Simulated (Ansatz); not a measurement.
# C2H7AlO2: the cost of one run

Program: Ansatz 0.2.0. Level of theory: RKS PBE0/cc-pVDZ. These are calculated values, not measurements.

## Step 1: The structure to begin with

Bond lengths: C1–Al2 1.932 Å, Al2–O3 1.849 Å, O3–C4 1.452 Å, C4–O5 1.451 Å, C1–H6 1.133 Å, C1–H7 1.083 Å, C1–H8 1.159 Å, Al2–H9 1.639 Å, C4–H10 1.039 Å, C4–H11 1.111 Å, O5–H12 1.007 Å. Angles (14 of 17 angles, heavy atoms first): C1–Al2–O3 118.9°, Al2–O3–C4 113.0°, O3–C4–O5 104.1°, C1–Al2–H9 119.8°, O3–Al2–H9 121.2°, Al2–C1–H6 112.0°, Al2–C1–H7 112.5°, Al2–C1–H8 108.8°, O3–C4–H10 109.6°, O3–C4–H11 110.4°, O5–C4–H10 109.8°, O5–C4–H11 109.7°, C4–O5–H12 102.3°, H6–C1–H7 110.1°.

As a file:

```xyz
12

C    -1.9958   -0.5899    0.5397
Al   -0.1268   -0.8100    0.9766
O     1.1067   -0.9080   -0.3969
C     1.6963    0.3788   -0.7224
O     0.6630    1.0595   -1.4810
H    -2.1608   -0.4783   -0.5756
H    -2.6097   -1.3928    0.9284
H    -2.3650    0.4183    0.9752
H     0.3405   -0.8825    2.5457
H     2.5352    0.2366   -1.3186
H     1.9175    0.9497    0.2048
H     1.0761    1.9635   -1.6420
```

## Step 2: Relaxing end A

input.yaml reads:

```yaml
crystal:
  periodic: [false, false, false]
  atoms:
    - { symbol: C, position_ang: [-1.9958, -0.5899, 0.5397] }
    - { symbol: Al, position_ang: [-0.1268, -0.81, 0.9766] }
    - { symbol: O, position_ang: [1.1067, -0.908, -0.3969] }
    - { symbol: C, position_ang: [1.6963, 0.3788, -0.7224] }
    - { symbol: O, position_ang: [0.663, 1.0595, -1.481] }
    - { symbol: H, position_ang: [-2.1608, -0.4783, -0.5756] }
    - { symbol: H, position_ang: [-2.6097, -1.3928, 0.9284] }
    - { symbol: H, position_ang: [-2.365, 0.4183, 0.9752] }
    - { symbol: H, position_ang: [0.3405, -0.8825, 2.5457] }
    - { symbol: H, position_ang: [2.5352, 0.2366, -1.3186] }
    - { symbol: H, position_ang: [1.9175, 0.9497, 0.2048] }
    - { symbol: H, position_ang: [1.0761, 1.9635, -1.642] }
basis:
  gaussian: { orbitals: cc-pVDZ }
hamiltonian:
  xc: pbe0
relax:
  f_tol: 0.02
  max_steps: 50
```

On the command line:

```bash
> ansatz run input.yaml --threads 2 --pin off --max-ram 3072MiB --backend cpu --events-out ev --progress --plain --runs-dir out
```

**Question.** How long does this run take on 2 threads of AMD EPYC 7B13 (Zen 3), shared host, and how much memory does it need?

About 53 s, with a peak of 0.25 GiB.
